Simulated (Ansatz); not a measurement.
# C2H6B2O: the cost of one run

Program: Ansatz 0.2.0, Gaussian basis. Level of theory: the settings change from run to run. These are calculated values, not measurements.

**1. The relaxed structure**

The structure was relaxed beforehand with PBE0-D4 in a triple-zeta def2 set.

11 atoms, charge 0, spin multiplicity 1.

Atoms are counted from 1 here; the program's logs count them from 0.

Bond lengths: B1–C2 1.539 Å, B1–H6 1.204 Å, B1–H7 1.198 Å, C2–C3 1.348 Å, C2–B4 1.565 Å, C3–H8 1.089 Å, C3–H9 1.088 Å, B4–O5 1.351 Å, B4–H10 1.201 Å, O5–H11 0.964 Å. Angles: C2–B1–H6 121.7°, C2–B1–H7 120.7°, H6–B1–H7 117.7°, B1–C2–C3 117.9°, B1–C2–B4 123.7°, C3–C2–B4 118.4°, C2–C3–H8 121.9°, C2–C3–H9 122.0°, H8–C3–H9 116.2°, C2–B4–O5 122.0°, C2–B4–H10 121.6°, O5–B4–H10 116.5°, B4–O5–H11 112.1°.

**2. revPBE0/cc-pVTZ-DK**

This run has unrestricted orbitals, D3(BJ) with three-body dispersion, relativity set to none.

Contents of in.yaml:

```yaml
crystal:
  periodic: [false, false, false]
  atoms:
    - {symbol: B, position_ang: [-1.481809, -0.051845, -0.013411]}
    - {symbol: C, position_ang: [0.031210, -0.106650, 0.263784]}
    - {symbol: C, position_ang: [0.435323, -0.559813, 1.467043]}
    - {symbol: B, position_ang: [1.120237, 0.333271, -0.769861]}
    - {symbol: O, position_ang: [0.795634, 0.800422, -1.995096]}
    - {symbol: H, position_ang: [-1.918191, 0.342478, -1.064359]}
    - {symbol: H, position_ang: [-2.268163, -0.403910, 0.818497]}
    - {symbol: H, position_ang: [1.489830, -0.625804, 1.732557]}
    - {symbol: H, position_ang: [-0.272378, -0.880536, 2.229003]}
    - {symbol: H, position_ang: [2.292011, 0.272681, -0.513239]}
    - {symbol: H, position_ang: [-0.158404, 0.822705, -2.134417]}
basis:
  gaussian: {orbitals: cc-pVTZ-DK}
magnetization: {spin_polarized: true, initial_magnetization: 0}
hamiltonian: {xc: {name: revPBE0}, dispersion: d3bjatm, pseudopotentials: {relativity: none}}
output: {forces: true}
```

The run is started by

```console
ansatz run in.yaml --threads 2 --pin off --events-out ev --progress --plain --max-ram 4352MiB
```

Q: Estimate wall time and peak memory on 2 threads of INTEL XEON PLATINUM 8581C at 2.10GHz, shared host.

About 6 s, with a peak of 0.69 GiB.
